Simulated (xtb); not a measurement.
**CH6AlBBr− (SMILES B[CH2][AlH2-][Br]) at GFN2-xTB**

We compute a structure relaxation of CH6AlBBr−. 

Program for the calculation: xtb 6.7.1.

3 further runs of the same task are left out: 3 set aside as unsound or not needed.

### 1 Starting point

CH6AlBBr− has 10 atoms, charge -1, and is taken as a singlet. SMILES: `B[CH2][AlH2-][Br]`. All atoms were displaced at random from a relaxed shape. The run starts from this shape.

Bond lengths: B1–C2 1.589 Å, C2–Al3 2.092 Å, Al3–Br4 2.368 Å, B1–H5 1.115 Å, B1–H6 1.077 Å, C2–H7 1.046 Å, C2–H8 1.051 Å, Al3–H9 1.651 Å, Al3–H10 1.606 Å. Some angles: B1–C2–Al3 110.7°, C2–Al3–Br4 107.1°, B1–C2–H7 122.9°, B1–C2–H8 113.4°, Al3–C2–H7 99.6°, Al3–C2–H8 91.6°, C2–B1–H5 115.7°, C2–B1–H6 118.5°, C2–Al3–H9 108.3°, C2–Al3–H10 117.5°.

### 2 A geometry optimisation at GFN2-xTB

geom.xyz

```xyz
10

B     -1.280660     1.071080    -0.430340
C     -0.780460    -0.191040     0.394880
Al     1.282860    -0.453440     0.167910
Br     1.635340    -1.354910    -1.993740
H     -1.777320     0.846110    -1.402760
H     -1.265020     2.036670     0.047250
H     -1.102750    -1.165160     0.192640
H     -0.673850    -0.002220     1.423140
H      1.775340    -1.631060     1.215140
H      2.217290     0.840150     0.344300
```

The run is started by

```sh
$ xtb geom.xyz --opt vtight -c -1 --uhf 0 | tee out.txt
```

Q: Predict the results. Wanted: total energy at the end; HOMO energy; LUMO energy; HOMO–LUMO gap; dispersion energy; mean polarisability.

**Answer.** As computed:

Level: GFN2-xTB.

```
                      quantity          value
       total energy at the end   -11.90941 Eh
                   HOMO energy       -5.78 eV
                   LUMO energy       -1.59 eV
                 HOMO–LUMO gap        4.19 eV
             dispersion energy  -22.22 kJ/mol
mean polarisability (D4 model)     86.5 bohr³
```

In words: At the final geometry: Bond lengths: B1–C2 1.506 Å, C2–Al3 2.082 Å, Al3–Br4 2.302 Å, B1–H5 1.184 Å, B1–H6 1.185 Å, C2–H7 1.100 Å, C2–H8 1.099 Å, Al3–H9 1.597 Å, Al3–H10 1.590 Å. Some angles: B1–C2–Al3 116.6°, C2–Al3–Br4 114.1°, B1–C2–H7 116.5°, B1–C2–H8 116.5°, Al3–C2–H7 99.8°, Al3–C2–H8 96.2°, C2–B1–H5 121.3°, C2–B1–H6 121.3°, C2–Al3–H9 105.9°, C2–Al3–H10 111.5°. The optimisation took 122 steps and changed the energy by -0.513 eV.
